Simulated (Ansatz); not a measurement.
# BH7OSSi (built from SMILES BS.O[SiH3]): search for a transition state

Aim: find the saddle point of a four-centre ligand exchange that is to form B1–O6, S2–H5 and break B1–S2, H5–O6, prove it by its vibrations, and relax downhill on both sides to see what it joins.

Program: Ansatz 0.2.0, Gaussian basis. Level of theory: PBE0-D4, def2-SVP first, then def2-TZVP. These are calculated values, not measurements.

152 further runs of the same task are left out: 152 set aside as unsound or not needed.

## Step 1: The starting structure

The guess: 11 atoms, charge 0, spin multiplicity 1.

Atoms are counted from 1 here; the program's logs count them from 0.

Bond lengths: B1–S2 1.986 Å, B1–H3 1.178 Å, B1–H4 1.179 Å, B1–O6 1.538 Å, S2–H5 1.634 Å, S2–H8 1.332 Å, H5–O6 1.211 Å, O6–Si7 1.630 Å, Si7–H9 1.462 Å, Si7–H10 1.460 Å, Si7–H11 1.462 Å. Angles: S2–B1–H3 111.0°, S2–B1–H4 109.4°, S2–B1–O6 91.7°, H3–B1–H4 117.9°, H3–B1–O6 111.8°, H4–B1–O6 112.1°, B1–S2–H5 59.6°, B1–S2–H8 97.6°, H5–S2–H8 93.5°, S2–H5–O6 126.4°, B1–O6–H5 82.2°, B1–O6–Si7 139.2°, H5–O6–Si7 134.0°, O6–Si7–H9 110.5°, O6–Si7–H10 108.5°, O6–Si7–H11 100.3°, H9–Si7–H10 111.2°, H9–Si7–H11 112.3° and more.

Coordinates:

```tsv
atom	x (Å)	y (Å)	z (Å)
B1	-1.21340	0.11860	0.38710
S2	-1.12270	-1.56550	1.43600
H3	-1.39820	1.04520	1.09140
H4	-1.93920	-0.03010	-0.52950
H5	0.18370	-1.03280	0.61100
O6	0.26450	-0.00320	-0.02050
Si7	1.27280	0.53580	-1.18180
H8	-0.71280	-1.03470	2.58690
H9	0.80180	0.11970	-2.50190
H10	1.35570	1.99030	-1.08560
H11	2.50770	-0.14330	-0.79310
```

Distances that are to change: B1–O6 1.54 Å, S2–H5 1.63 Å, B1–S2 1.99 Å, H5–O6 1.21 Å.

## Step 2: Relaxing the guess with the reacting distances held

hold/in.yaml reads:

```yaml
crystal:
  periodic: [false, false, false]
  atoms:
    - {symbol: B, position_ang: [-1.213400, 0.118600, 0.387100]}
    - {symbol: S, position_ang: [-1.122700, -1.565500, 1.436000]}
    - {symbol: H, position_ang: [-1.398200, 1.045200, 1.091400]}
    - {symbol: H, position_ang: [-1.939200, -0.030100, -0.529500]}
    - {symbol: H, position_ang: [0.183700, -1.032800, 0.611000]}
    - {symbol: O, position_ang: [0.264500, -0.003200, -0.020500]}
    - {symbol: Si, position_ang: [1.272800, 0.535800, -1.181800]}
    - {symbol: H, position_ang: [-0.712800, -1.034700, 2.586900]}
    - {symbol: H, position_ang: [0.801800, 0.119700, -2.501900]}
    - {symbol: H, position_ang: [1.355700, 1.990300, -1.085600]}
    - {symbol: H, position_ang: [2.507700, -0.143300, -0.793100]}
basis:
  gaussian: {orbitals: def2-SVP}
hamiltonian: {xc: pbe0, dispersion: d4}
relax: {f_tol: 0.04, max_steps: 150, escape_saddle: false, constraints: [{distance: [0, 5]}, {distance: [1, 4]}, {distance: [0, 1]}, {distance: [4, 5]}]}
```

Command:

```
$ ansatz run in.yaml --threads 3 --pin off --events-out ev --progress --plain --max-ram 6092MiB
```

The runs that follow: Force constants to start from; Saddle search in the small basis; Saddle search in triple zeta; Checking the order of the point; Relaxing after a step of 0.30 Å one way along the mode; Relaxing after a step of 0.30 Å the other way along the mode.

Before running it: what results should come out? Wanted: imaginary mode; barrier from the start side; barrier from the end side; energy of the step; pairs that change; zero-point energy at the saddle.

As calculated:

| quantity | value |
| --- | --- |
| imaginary mode | 1169i cm⁻¹ |
| barrier from the start side | 49.5 kJ/mol |
| barrier from the end side | 71.2 kJ/mol |
| energy of the step | -21.7 kJ/mol |
| pairs that change | B1–O6 tightened, S2–H5 formed, B1–S2 broken, H5–O6 broken |
| zero-point energy at the saddle | 1.831 eV |

What this shows: The point has a single imaginary mode (1169i cm⁻¹), as a transition state must. It joins the planned start and end. At PBE0-D4/def2-TZVP the electronic barrier is 49.5 kJ/mol, about 20 kT at 298 K, and the step runs 21.7 kJ/mol downhill. With so stiff a mode tunnelling counts: Wigner's rough correction is a factor of 2.3 at 298 K. A step off the saddle overshot and began above it in energy, so the link to its end is likely but not proven. Lower complexes than these ends may exist.
